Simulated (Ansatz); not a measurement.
# Mg: the crystal squeezed far

Aim: compress Mg (hP4 type) step by step, far beyond the usual range, and follow pressure and electronic structure. The runs shown use PAW. Its runs: cell relaxed at zero pressure (PAW); volume scaled by 1 (PAW); shape and atoms relaxed at 0.92 of the volume (PAW); volume scaled by 0.92 (PAW and PAW (partial_waves polarizable)); shape and atoms relaxed at 0.84 of the volume (PAW); volume scaled by 0.84 (PAW); shape and atoms relaxed at 0.52 of the volume (PAW); volume scaled by 0.52 (PAW); shape and atoms relaxed at 0.45 of the volume (PAW); volume scaled by 0.45 (PAW and PAW (partial_waves polarizable)).

Program: Ansatz 0.2.0. Level of theory: DFT, PBE, PAW with Ansatz's default frozen-core files, scalar-relativistic. These are calculated values, not measurements.

## Step 1: The starting structure

Symmetry: P6_3/mmc, No. 194, hexagonal system. Conventional cell: a = 4.210 Å, b = 4.210 Å, c = 5.978 Å, α = 90.00°, β = 90.00°, γ = 120.00°. Mg (site symmetry -3m) is surrounded by 8 Mg at 2.85 to 2.99 Å. Around Mg (site symmetry -6m2) lie 6 Mg at 2.85 Å.

Coordinates:

```
Mg
1.0
     4.20972    0.00000    0.00000
    -2.10486    3.64572    0.00000
     0.00000    0.00000    5.97780
Mg
4
Cartesian
  0.0000 0.0000 0.0000
  0.0000 0.0000 2.9889
  0.0000 2.4305 1.4944
  2.1049 1.2152 4.4833
```

Whether this phase is the stable one at these pressures isn't tested.

Atoms are numbered in the order of the input: Mg1, Mg2, Mg3, Mg4.

## Step 2: Cell relaxed at zero pressure, PAW

The input, input.yaml:

```yaml
crystal:
  lattice:
    - [4.2097169729, 0.0, 0.0]
    - [-2.1048584865, 3.6457218413, 0.0]
    - [0.0, 0.0, 5.9777981016]
  atoms:
    - { symbol: Mg, position: [0.0, 0.0, 0.0] }
    - { symbol: Mg, position: [0.0, 0.0, 0.5] }
    - { symbol: Mg, position: [0.3333333333, 0.6666666667, 0.25] }
    - { symbol: Mg, position: [0.6666666667, 0.3333333333, 0.75] }
kpoints:
  mp_grid: { grid: [8, 8, 5] }
scf:
  occupations: { method: fermi_dirac, width: 0.05 }
hamiltonian:
  xc: pbe
  pseudopotentials: { kind: paw }
output:
  forces: true
  stress: true
  write_density: true
  write_potential: true
  elf: true
  volumetric_format: npy
relax:
  f_tol: 0.005
  max_steps: 40
  cell: {}
```

Launch:

```
$ ansatz run input.yaml --threads 1 --pin off --max-ram 3072MiB --backend cpu --events-out ev --progress --plain --runs-dir out
```

After this run come: Volume scaled by 1, PAW; Shape and atoms relaxed at 0.92 of the volume, PAW; Volume scaled by 0.92, PAW; Volume scaled by 0.92, PAW (partial_waves polarizable); Shape and atoms relaxed at 0.84 of the volume, PAW; Volume scaled by 0.84, PAW; Shape and atoms relaxed at 0.52 of the volume, PAW; Volume scaled by 0.52, PAW; Shape and atoms relaxed at 0.45 of the volume, PAW; Volume scaled by 0.45, PAW; Volume scaled by 0.45, PAW (partial_waves polarizable).

Before running it: what results should come out? Wanted: PAW pressure at 0.45 of the volume; PAW; fitted bulk modulus at zero pressure.

**Answer**, as computed:

```
                                                      quantity     value
                            PAW pressure at 0.45 of the volume  67.9 GPa
PAW (partial_waves polarizable) pressure at 0.45 of the volume  67.9 GPa
                    fitted bulk modulus at zero pressure (PAW)  11.3 GPa
                                       its pressure derivative      4.42
```

**Reading.** By PAW the pressure climbs to 68 GPa at 0.45 of the first volume. A third-order Birch-Murnaghan curve fits the range only roughly (B₀ = 11.3 GPa, B′ = 4.42, misfit at most 0.84 GPa). A fit over so wide a range leans to the high pressures, so B₀ can be off by several per cent. No all-electron run checks these rows here, and frozen cores can fail under such compression. The ions are at rest, and the electrons smeared by 0.05 eV.
